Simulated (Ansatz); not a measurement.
**HfTeH, relaxed**

Aim: in HfTeH, a known structure type filled with other elements, at an estimated volume, relax the atoms in a fixed cell, then read levels, charges and fields where it ends.

Program: Ansatz 0.2.0. Level of theory: DFT, r2SCAN, no spin polarisation, plane waves, PAW. These are calculated values, not measurements.

**1. The structure**

The structure is tetragonal, space group P4/nmm (No. 129). Conventional cell: a = 3.570 Å, b = 3.570 Å, c = 8.183 Å, α = 90.00°, β = 90.00°, γ = 90.00°. Hf (site symmetry 4mm) is surrounded by 5 Te at 2.73 to 2.91 Å and 4 H at 2.77 Å. H (site symmetry -4m2) is surrounded by 4 H at 2.52 Å and 4 Hf at 2.77 Å. Te (site symmetry 4mm) has 5 Hf at 2.73 to 2.91 Å as nearest neighbours.

In its conventional cell, by symmetry (the run takes the cell typed in the input):

```cif
data_structure
_symmetry_space_group_name_H-M 'P4/nmm:1'
_symmetry_Int_Tables_number 129
_cell_length_a 3.5701
_cell_length_b 3.5701
_cell_length_c 8.1827
_cell_angle_alpha 90.000
_cell_angle_beta 90.000
_cell_angle_gamma 90.000
_cell_volume 104.29
loop_
_atom_site_label
_atom_site_type_symbol
_atom_site_symmetry_multiplicity
_atom_site_Wyckoff_symbol
_atom_site_fract_x
_atom_site_fract_y
_atom_site_fract_z
_atom_site_occupancy
Hf1 Hf 2 c 0.00000 0.50000 0.25900 1
H1 H 2 a 0.00000 0.00000 0.00000 1
Te1 Te 2 c 0.00000 0.50000 0.61500 1
```

The first density is read from a saved solution for the starting cell.

**2. The walk to rest**

input.yaml

```yaml
crystal:
  lattice:
    - [3.570083, 0.0, 0.0]
    - [0.0, 3.570083, 0.0]
    - [0.0, 0.0, 8.18267]
  atoms:
    - { symbol: Hf, position: [0.0, 0.5, 0.259] }
    - { symbol: Hf, position: [0.5, 0.0, 0.741] }
    - { symbol: H, position: [0.0, 0.0, 0.0] }
    - { symbol: H, position: [0.5, 0.5, 0.0] }
    - { symbol: Te, position: [0.0, 0.5, 0.615] }
    - { symbol: Te, position: [0.5, 0.0, 0.385] }
  symmetry: { tolerance: 0.0003 }
kpoints:
  mp_grid: { grid: [9, 9, 4], shift: [0, 0, 0] }
magnetization:
  spin_polarized: false
scf:
  occupations: { method: fermi_dirac }
  lower_state_search: "off"
hamiltonian:
  pseudopotentials: { kind: paw }
  xc: r2scan
basis:
  ecutwfc: 500
  fft_grid_basis: typed
relax:
  max_steps: 40
output:
  forces: true
  stress: true
  eigenvalues: true
  bader: true
  populations: true
  elf: true
  write_potential: true
  volumetric_format: npy
  dos:
    e_range: [-12, 8]
    de: 0.05
    projected: { site_lists: { H: [H], Hf: [Hf], Te: [Te] } }
  write_density: true
checkpoint:
  read: saved_state
```

Launch:

```sh
$ ansatz run input.yaml --threads 2 --pin off --max-ram 2560MiB --backend cpu --events-out ev --progress --plain --runs-dir out
```

Q: Predict the outcome of this session. Wanted: moves; energy gained; largest move; pressure left in the fixed cell; character; Bader charges.

The runs gave:

```
                                                 quantity                          value
                                                    moves                              7
                                            energy gained                 853.4 meV/atom
                                             largest move                    0.94 Å (Hf)
                     space group (0.01 Å), before / after                P4/nmm / P4/nmm
                          pressure left in the fixed cell                        1.6 GPa
                                                character                          metal
density of states, mean within 0.25 eV of the Fermi level            4.7 per eV per cell
                                            Bader charges  Hf +1.66, H -0.74, Te -0.92 e
```

In words: In the fixed cell the largest move of an atom is 0.94 Å; the energy fell by 853.4 meV per atom. With 16 symmetry operations imposed, the end may be a saddle point towards distortions that break them. The cell is metallic; within 0.25 eV of the Fermi level the density of states averages 4.7 per eV per cell, mostly Hf d (79 %). Hf loses most charge (+1.66 e on average) and Te gains most (-0.92 e).

Limits of this run: the SCF threshold is loose for a stress.
